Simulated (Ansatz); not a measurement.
# CH₆FNSSi: a ladder of functionals and wavefunction methods

How much do the methods differ for CH₆FNSSi? The plan is to run it at one geometry with functionals of several rungs and with coupled cluster. The yardstick is the atomisation energy at the CCSD(T) limit.

Computed with Ansatz 0.2.0, Gaussian basis. Level: functionals in def2-TZVPP, the program's frozen cores in correlated methods.

Levels to be run: PBE-D4, r2SCAN-D4, PBE0-D4, B3LYP-D4, ωB97X-V, ωB97M-V, B2PLYP; CCSD(T)/def2-TZVPP; MP2/def2-QZVPP; extrapolation to the limit.

### Step 1. The relaxed structure

All runs share one geometry, relaxed beforehand with PBE0-D4 in a triple-zeta def2 set.

SMILES `NC(F)([SiH3])S`, 11 atoms, charge 0, spin multiplicity 1.

Atoms are counted from 1 here; the program's logs count them from 0.

Bond lengths: N1–C2 1.399 Å, N1–H6 1.012 Å, N1–H7 1.013 Å, C2–F3 1.417 Å, C2–Si4 1.910 Å, C2–S5 1.830 Å, Si4–H8 1.480 Å, Si4–H9 1.483 Å, Si4–H10 1.490 Å, S5–H11 1.342 Å. Angles: C2–N1–H6 113.0°, C2–N1–H7 112.8°, H6–N1–H7 111.1°, N1–C2–F3 112.7°, N1–C2–Si4 112.9°, N1–C2–S5 110.7°, F3–C2–Si4 107.2°, F3–C2–S5 102.4°, Si4–C2–S5 110.3°, C2–Si4–H8 108.7°, C2–Si4–H9 108.4°, C2–Si4–H10 108.8°, H8–Si4–H9 111.0°, H8–Si4–H10 110.4°, H9–Si4–H10 109.5°, C2–S5–H11 94.7°.

Coordinates:

```xyz
11

N    -0.2559    0.9379    1.1117
C     0.0487    0.5320   -0.1917
F     1.0578    1.3258   -0.7902
Si    0.6268   -1.2855   -0.2883
S    -1.3787    0.8056   -1.3038
H     0.5106    0.7999    1.7576
H    -0.6036    1.8884    1.1558
H     1.1301   -1.5524   -1.6544
H    -0.5259   -2.1616    0.0328
H     1.7082   -1.4996    0.7138
H    -2.2529    0.1525   -0.5227
```

### Step 2. PBE-D4 (GGA)

in.yaml

```yaml
crystal:
  periodic: [false, false, false]
  atoms:
    - {symbol: N, position_ang: [-0.255857, 0.937854, 1.111668]}
    - {symbol: C, position_ang: [0.048723, 0.531964, -0.191737]}
    - {symbol: F, position_ang: [1.057819, 1.325807, -0.790194]}
    - {symbol: Si, position_ang: [0.626818, -1.285479, -0.288335]}
    - {symbol: S, position_ang: [-1.378658, 0.805594, -1.303789]}
    - {symbol: H, position_ang: [0.510615, 0.799933, 1.757554]}
    - {symbol: H, position_ang: [-0.603608, 1.888439, 1.155777]}
    - {symbol: H, position_ang: [1.130121, -1.552426, -1.654357]}
    - {symbol: H, position_ang: [-0.525899, -2.161629, 0.032754]}
    - {symbol: H, position_ang: [1.708196, -1.499605, 0.713827]}
    - {symbol: H, position_ang: [-2.252868, 0.152549, -0.522666]}
basis:
  gaussian: {orbitals: def2-TZVPP}
hamiltonian: {xc: pbe, dispersion: d4}
output: {forces: true, orbitals: {seedname: orbitals}}
```

Started as:

```console
> ansatz run in.yaml --threads 4 --pin off --events-out ev --progress --plain --max-ram 10444MiB
```

Further steps of the session: r2SCAN-D4 (meta-GGA); PBE0-D4 (hybrid); B3LYP-D4 (hybrid); ωB97X-V (range-separated); ωB97M-V (range-separated); B2PLYP (double hybrid); CCSD(T) in def2-TZVPP; MP2 in def2-QZVPP.

**Question.** What will the summary of the whole plan be? Wanted: atomisation energy, CCSD(T)/CBS; farthest; mean size of error, hybrid; mean size of error, range-separated; gap, smallest and largest; T1 diagnostic; triples share of the correlation energy.

As calculated:

| quantity | value |
| --- | --- |
| atomisation energy, CCSD(T)/CBS | 37.406 eV |
| functionals within 0.187 eV (0.5 %) | r2SCAN-D4, PBE0-D4, B3LYP-D4 |
| farthest | PBE-D4 (+0.802 eV) |
| mean size of error, hybrid | 0.036 eV |
| mean size of error, range-separated | 0.274 eV |
| gap, smallest and largest | 4.90 eV (PBE-D4), 11.55 eV (ωB97X-V) |
| T1 diagnostic | 0.0125 |
| triples share of the correlation energy | 3.8 % |

PBE-D4 is off by +0.802 eV. Double hybrids carry the basis error of their MP2 part in triple zeta, and no dispersion term here, so their miss is partly the set-up's. The reference freezes the cores and leaves out relativity and excitations past (T), so misses under about 0.187 eV can't be ranked. Hartree-Fock recovers 68 % of the binding; the rest is correlation. The gap grows from 4.9 to 11.5 eV across the functionals, mostly with the share of exact exchange.
